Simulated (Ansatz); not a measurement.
# CH₃BBr₂: a ladder of functionals and wavefunction methods

One table from this session's results is given with a row withheld; the runs are named, their logs left out.

Method: functionals in def2-TZVPP, the program's frozen cores in correlated methods; program: Ansatz 0.2.0, Gaussian basis.

Plan: LDA (SPW92), PBE-D4, revPBE-D4, BLYP-D4, r2SCAN-D4, B97M-V, PBE0-D4, B3LYP-D4, r2SCANh-D4, r2SCAN0-D4, HSE06-D4, BHLYP-D4, CAM-B3LYP-D4, LC-ωPBE, ωB97X-V, ωB97M-V, B2PLYP, PBE-QIDH; CCSD(T)/def2-SVP; CCSD(T)/def2-TZVPP; MP2/def2-QZVPP; extrapolation to the limit; RPA on PBE.

## The relaxed structure

An earlier PBE0-D4 in a triple-zeta def2 set relaxation fixed the geometry.

SMILES `CB(Br)Br`, 7 atoms, charge 0, spin multiplicity 1.

Atoms are counted from 1 here; the program's logs count them from 0.

Bond lengths: C1–B2 1.550 Å, C1–H5 1.095 Å, C1–H6 1.095 Å, C1–H7 1.089 Å, B2–Br3 1.913 Å, B2–Br4 1.909 Å. Angles: B2–C1–H5 109.7°, B2–C1–H6 109.6°, B2–C1–H7 113.5°, H5–C1–H6 105.7°, H5–C1–H7 109.1°, H6–C1–H7 109.0°, C1–B2–Br3 120.2°, C1–B2–Br4 122.0°, Br3–B2–Br4 117.8°.

Geometry (Å):

```
atom     x (Å)     y (Å)     z (Å)
  C1  -0.00791   0.76831   0.03048
  B2  -0.01026  -0.77920  -0.05737
 Br3   1.48825  -1.78145   0.58322
 Br4  -1.47979  -1.74781  -0.79765
  H5   0.13739   1.07967   1.07035
  H6   0.85168   1.16575  -0.52004
  H7  -0.91806   1.22683  -0.35470
```

The first run:

in.yaml reads:

```yaml
crystal:
  periodic: [false, false, false]
  atoms:
    - {symbol: C, position_ang: [-0.007905, 0.768307, 0.030484]}
    - {symbol: B, position_ang: [-0.010262, -0.779198, -0.057368]}
    - {symbol: Br, position_ang: [1.488247, -1.781451, 0.583225]}
    - {symbol: Br, position_ang: [-1.479795, -1.747805, -0.797650]}
    - {symbol: H, position_ang: [0.137390, 1.079668, 1.070346]}
    - {symbol: H, position_ang: [0.851682, 1.165753, -0.520037]}
    - {symbol: H, position_ang: [-0.918058, 1.226826, -0.354700]}
basis:
  gaussian: {orbitals: def2-TZVPP}
hamiltonian: {xc: lda}
output: {orbitals: {seedname: orbitals}}
```

Command:

```
$ ansatz run in.yaml --threads 4 --pin off --events-out ev --progress --plain --max-ram 10444MiB
```

Steps of the session up to this table: LDA; PBE-D4 (GGA); revPBE-D4 (GGA); BLYP-D4 (GGA); r2SCAN-D4 (meta-GGA); B97M-V (meta-GGA); PBE0-D4 (hybrid); B3LYP-D4 (hybrid); r2SCANh-D4 (hybrid); r2SCAN0-D4 (hybrid); HSE06-D4 (hybrid); BHLYP-D4 (hybrid); CAM-B3LYP-D4 (range-separated); LC-ωPBE (range-separated); ωB97X-V (range-separated); ωB97M-V (range-separated); B2PLYP (double hybrid); PBE-QIDH (double hybrid).

One of the session's tables, all rows but one given; the rest of the session is left out.

It belongs to the step «Orbital energies across the functionals». 

```
  functional  HOMO (eV)  LUMO (eV)  gap (eV)
 LDA (SPW92)      -7.08      -2.69      4.39
      PBE-D4      -6.92      -2.45      4.47
   revPBE-D4      -6.87      -2.36      4.52
     BLYP-D4          ?          ?         ?
   r2SCAN-D4      -7.25      -2.17      5.08
      B97M-V      -7.32      -2.05      5.27
     PBE0-D4      -8.21      -1.56      6.65
    B3LYP-D4      -7.94      -1.72      6.22
  r2SCANh-D4      -7.71      -1.86      5.86
  r2SCAN0-D4      -8.42      -1.39      7.03
    HSE06-D4      -7.81      -1.94      5.87
    BHLYP-D4      -9.32      -0.47      8.84
CAM-B3LYP-D4      -9.52      -0.41      9.11
     LC-ωPBE     -10.92       0.67     11.59
     ωB97X-V     -10.55       0.63     11.18
     ωB97M-V     -10.41       0.48     10.89
```

Estimate the missing values for BLYP-D4.

Worked estimate for «HOMO (eV)». Against the share of exact exchange, B3LYP-D4 (0.2, -7.94), BHLYP-D4 (0.5, -9.32) give a slope of -4.60 per unit share; at 0 the line stands at -7.02.

As computed: HOMO (eV): -6.75; LUMO (eV): -2.27; gap (eV): 4.48. In «HOMO (eV)» the line misses by -0.27.
